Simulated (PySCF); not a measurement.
# F2Ho (Ho(F)2+): the cost of one run

Program: PySCF 2.14.0. Level of theory: several levels, as the steps say, no spin–orbit coupling. These are calculated values, not measurements.

1 further run of the same task is left out (for a known fault of the program).

## 1. Where the work starts

3 atoms, charge 1, spin multiplicity 1.

Bond lengths: Ho1–F2 1.919 Å, Ho1–F3 1.919 Å. Angles: F2–Ho1–F3 110.4°.

Geometry (Å):

```xyz
3
F2Ho
Ho    0.0000    0.0000   -0.3233
F     1.5762    0.0000    0.7718
F    -1.5762    0.0000    0.7718
```

Formal oxidation states: Ho +3. Each metal's 10 4f electrons lie in its core potential, so multiplicities, spins and levels count the valence alone. An earlier session relaxed this geometry at PBE0, Ho lcecp-1-SVP with ECP56, F def2-SVP (singlet, point group C2v).

At PBE0 on the finer grid: E = -236.887640 Eh, HOMO -16.26 eV, LUMO -8.30 eV, Mulliken charge on Ho1 +1.65 e, largest force component 0.006 eV/Å. 

Levels to run: wB97X; PBE; PBE0, TZVP. Hardware: 2 threads of Arm Neoverse V2, shared host.

## 2. wB97X

Contents of run.py (the lines that set the calculation):

```python
mol = gto.M(atom='''
Ho     0.00000     0.00000    -0.32328
F      1.57625     0.00000     0.77175
F     -1.57625     0.00000     0.77175''',
    basis={'Ho': 'lcecp-1-SVP', 'F': 'def2-SVP'},
    ecp={'Ho': 'lcecp-1-SVP'},
    charge=1, spin=0)
mf = dft.RKS(mol, xc='WB97X')
mf.grids.atom_grid = (75, 302)  # f atoms: unpruned, at least (60, 302)
mf = mf.density_fit()  # fitting sets: Ho AutoAux, F def2-universal-JKFIT
mf.conv_tol = 1e-08; mf.max_cycle = 55
mf.kernel(dm0)  # dm0: the density of the relaxed state
```

Started as:

```
> OMP_NUM_THREADS=2 python run.py
```

**Question.** How long does this run take on 2 threads of Arm Neoverse V2, shared host?

About 1.8 s.
